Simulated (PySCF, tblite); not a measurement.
**C4H6BNO3: geometry, infrared bands and NMR shifts**

Aim: predict the infrared bands and NMR shifts of C4H6BNO3 (`N#C[C@@H]1CCOB(O)O1`).

Programs: tblite 0.8.0 and PySCF 2.14.0, with density-fitted response routines of our own. Each step states its level of theory. These are calculated values for one molecule in the gas phase, unless marked as measured. Atoms are numbered from 0 throughout.

### 1 Starting geometry

15 atoms, charge 0, multiplicity 1; geometry from: force field or distance geometry start.

Bonds of the start (Å): N0–C1 1.17, C1–C2 1.46, C2–C3 1.49, C3–C4 1.52, C4–O5 1.36, O5–B6 1.45, B6–O7 1.47, B6–O8 1.45, O8–C2 1.39, C2–H9 1.12, C3–H10 1.10, C3–H11 1.13, C4–H12 1.12, C4–H13 1.08, O7–H14 0.99.

### 2 Optimising the geometry with GFN2-xTB

Job settings and geometry (Å):

```
{"job": {"kind": "relax", "xc": "GFN2-xTB", "basis": "xTB"}, "charge": 0, "multiplicity": 1}
N     -1.628300     1.952100     1.942700
C     -1.105400     1.600400     0.956200
C     -0.419700     1.123100    -0.238100
C     -0.924400    -0.210600    -0.667400
C     -0.473100    -1.360400     0.215100
O      0.802000    -1.251100     0.680500
B      1.540200    -0.097300     0.202200
O      3.003700    -0.125900     0.340800
O      0.962800     1.184800    -0.134000
H     -0.721400     1.836800    -1.047700
H     -0.700400    -0.386000    -1.726300
H     -2.051400    -0.193600    -0.587900
H     -0.527800    -2.276500    -0.430900
H     -1.164600    -1.519600     1.030500
H      3.403300    -0.268400    -0.557700
```

Run with:

```console
$ OMP_NUM_THREADS=1 python probes_run.py task.json out
```

One launch serves the whole session: the jobs run in the order shown.

**Question.** This job is followed by: GFN2-xTB harmonic vibrations, gas phase; GIAO PBE0/pcSseg-1 NMR shielding, non-relativistic, gas phase. What will the session give for the following? strongest single infrared mode (GFN2-xTB); zero-point energy (GFN2-xTB); 13C shifts against TMS (PBE0/pcSseg-1); 1H shifts against TMS (PBE0/pcSseg-1); 15N shifts against NH3 (PBE0/pcSseg-1); 17O shifts against H2O (PBE0/pcSseg-1); 11B shifts against BF3·OEt2 (PBE0/pcSseg-1); surface potential, 1st and 99th percentile.

As calculated:

```
                                   quantity                                   value
  strongest single infrared mode (GFN2-xTB)                   1222 cm⁻¹, 257 km/mol
               zero-point energy (GFN2-xTB)                           67.7 kcal/mol
     13C shifts against TMS (PBE0/pcSseg-1)             123.2, 63.1, 62.1, 34.8 ppm
      1H shifts against TMS (PBE0/pcSseg-1)  4.92, 4.82, 4.40, 3.35, 2.13, 1.75 ppm
     15N shifts against NH3 (PBE0/pcSseg-1)                               308.4 ppm
     17O shifts against H2O (PBE0/pcSseg-1)                    94.7, 90.0, 85.5 ppm
11B shifts against BF3·OEt2 (PBE0/pcSseg-1)                                15.5 ppm
      surface potential, 1st and 99th percentile                      -1.59 V and 2.16 V
```

In words: Over 59 steps the energy fell by 1.290 eV; of the close pairs, B6–O7 changed most, 1.470 to 1.348 Å. All 39 modes are real, so the xTB geometry is a minimum. The strongest single mode, at 1222 cm⁻¹, is spread over many atoms; the largest shares are those of B6, H11. GFN2-xTB is a fitted tight-binding method: band positions and strengths are rough. Its intensities can rank the bands wrongly. C1 (nitrile carbon) lies farthest downfield among carbon, at 123.2 ppm; C≡N carbons fall here, among the sp2 signals but without a proton. The most deshielded hydrogen is H9 (hydrogen on an sp3 CH bonded to O, α to a nitrile), at 4.92 ppm: its carbon carries O, an electronegative neighbour. At PBE0/pcSseg-1: The widest tensor belongs to N0: span 478 ppm, with a paramagnetic part of -380 ppm.
